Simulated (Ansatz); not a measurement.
# PBE-QIDH/def2-SVP (core potential) run of C2H6FIn (SMILES C[CH](F)[InH2])

What is the electronic atomisation energy of C2H6FIn at PBE-QIDH/def2-SVP (core potential)? 

Program for the calculation: Ansatz 0.2.0.

65 further runs of the same task are left out: 65 set aside as unsound or not needed.

**1. The molecule**

The species is C2H6FIn (10 atoms), meant as a singlet with charge 0. SMILES: `C[CH](F)[InH2]`. Geometry: relaxed at PBE0-D4/def2-TZVP.

Bond lengths: C1–C2 1.503 Å, C2–F3 1.414 Å, C2–In4 2.197 Å, C1–H5 1.095 Å, C1–H6 1.092 Å, C1–H7 1.094 Å, C2–H8 1.094 Å, In4–H9 1.729 Å, In4–H10 1.726 Å. Some angles: C1–C2–F3 108.7°, C1–C2–In4 116.7°, F3–C2–In4 102.3°, C1–C2–H8 110.5°, F3–C2–H8 105.8°, In4–C2–H8 111.9°, C2–C1–H5 111.0°, C2–C1–H6 111.9°, C2–C1–H7 109.8°, C2–In4–H9 117.1°.

**2. A single-point energy at PBE-QIDH/def2-SVP (core potential)**

job.yaml

```yaml
crystal:
  periodic: [false, false, false]
  atoms:
    - symbol: C
      position_ang: [-0.140800, 1.253600, -0.575200]
    - symbol: C
      position_ang: [0.633800, 0.180000, 0.137200]
    - symbol: F
      position_ang: [0.870200, 0.597100, 1.467800]
    - symbol: In
      position_ang: [-0.385200, -1.745500, 0.423800]
    - symbol: H
      position_ang: [0.391300, 2.210500, -0.541500]
    - symbol: H
      position_ang: [-1.131900, 1.397600, -0.139100]
    - symbol: H
      position_ang: [-0.271900, 0.979300, -1.626600]
    - symbol: H
      position_ang: [1.621200, 0.055100, -0.315800]
    - symbol: H
      position_ang: [-2.079900, -1.696200, 0.762700]
    - symbol: H
      position_ang: [0.493100, -3.231500, 0.406600]
basis:
  gaussian: {orbitals: def2-SVP}
accuracy: high
magnetization: {spin_polarized: false}
hamiltonian: {xc: {name: PBE-QIDH}}
output: {orbitals: {seedname: orbitals}}
correlation: {frozen_orbitals: {C: 1, F: 1, H: 0, In: 4}}
```

Run with:

```bash
ansatz run job.yaml --threads 1 --pin off --max-ram 3480MiB --events-out events.jsonl --progress --plain --runs-dir runs
```

What it wrote:

```text
Warning: RAYON_NUM_THREADS=1 ignored (pool sized by the plan → 1); use --threads N
Functional definition: PBE-QIDH
  name "PBE-QIDH"
  parameter a = 3^(-1/3)
  parameter c = 1/3
  exchange = (1 - a)*pbe_x + a*exact_x
  correlation = (1 - c)*pbe_c + c*(mp2_os + mp2_ss)
2448 factors; integrals over basis functions are off by at most 3.5e-9 eV
mean field evaluation 1: about -10034.6850 eV, gradient 2.9e1 eV
mean field evaluation 2: about -10034.7644 eV, gradient 2.9e1 eV
mean field evaluation 4: about -10036.8902 eV, gradient 2.2e0 eV
mean field evaluation 8: about -10036.9062 eV, gradient 2.1e-1 eV
mean field evaluation 16: about -10036.9063 eV, gradient 5.5e-5 eV
mean field -10036.90632357 eV, -368.8495041318 hartree, gradient 3.8e-8 eV, S^2 0.000000; 0 other end points of the search recorded, 0 dependent functions left out
7 core orbitals not correlated: weight in the atoms' cores, before any rotation towards them, 1.000 or more for the frozen orbitals, at most 0.000 for the correlated occupied ones
reference -10036.90632497 eV, -368.8495041830 hartree; 17, 17 occupied and 74, 74 virtual orbitals, 2448 factors
second order -17.30254253 eV of doubles, -0.00000000 eV of singles
Total energy: -10042.67383914 eV, -369.0614564196 hartree
```

It took 13 s on 1 thread of Arm Neoverse V2, shared host; peak memory 0.38 GiB.

**3. The C atom at the same level**

input.yaml

```yaml
crystal:
  periodic: [false, false, false]
  atoms:
    - {symbol: C, position_ang: [0.000000, 0.000000, 0.000000]}
basis:
  gaussian: {orbitals: def2-SVP}
magnetization: {spin_polarized: true, initial_magnetization: 2}
hamiltonian: {xc: {name: PBE-QIDH}}
correlation: {frozen_orbitals: {C: 1}}
accuracy: high
```

Run the same way, it converges to -37.74856 Eh (log not shown).

**4. The F atom**

molecule.yaml

```yaml
crystal:
  periodic: [false, false, false]
  atoms:
    - symbol: F
      position_ang: [0.000000, 0.000000, 0.000000]
basis:
  gaussian:
    orbitals: def2-SVP
magnetization:
  spin_polarized: true
  initial_magnetization: 1
hamiltonian:
  xc: {name: PBE-QIDH}
correlation:
  frozen_orbitals: {F: 1}
accuracy: high
```

Run the same way, it converges to -99.51840 Eh (log not shown).

**5. The H atom**

input.yaml

```yaml
crystal:
  periodic: [false, false, false]
  atoms:
    - symbol: H
      position_ang: [0.000000, 0.000000, 0.000000]
basis:
  gaussian: {orbitals: def2-SVP}
magnetization: {spin_polarized: true, initial_magnetization: 1}
hamiltonian: {xc: {name: PBE-QIDH}}
correlation: {frozen_orbitals: {H: 0}}
accuracy: high
```

Run the same way, it converges to -0.50124 Eh (log not shown).

**6. The In atom, same level**

input.yaml

```yaml
basis:
  gaussian:
    orbitals: def2-SVP
crystal:
  periodic: [false, false, false]
  atoms:
    - {symbol: In, position_ang: [0.000000, 0.000000, 0.000000]}
correlation:
  frozen_orbitals: {In: 4}
accuracy: high
hamiltonian:
  xc: {name: PBE-QIDH}
magnetization:
  spin_polarized: true
  initial_magnetization: 1
```

Run the same way, it converges to -189.82674 Eh (log not shown).

**7. Results**

At PBE-QIDH/def2-SVP (core potential), 7 core orbitals frozen:

| quantity | value |
| --- | --- |
| molecule: total energy | -369.06146 Eh |
| molecule: HOMO energy (SCF part's orbitals) | -8.96 eV |
| molecule: LUMO energy (SCF part's orbitals) | -0.30 eV |
| molecule: HOMO–LUMO gap (SCF part's orbitals) | 8.66 eV |
| C atom: total energy | -37.74856 Eh |
| C atom: ⟨S²⟩ | 2.004 |
| F atom: total energy | -99.51840 Eh |
| F atom: ⟨S²⟩ | 0.752 |
| H atom: total energy | -0.50124 Eh |
| H atom: ⟨S²⟩ | 0.750 |
| In atom: total energy | -189.82674 Eh |
| In atom: ⟨S²⟩ | 0.755 |
| electronic atomisation energy | 32.973 eV |

Taking the molecule apart into free atoms costs 32.97 eV (760 kcal/mol), before zero-point energy and without spin-orbit coupling.
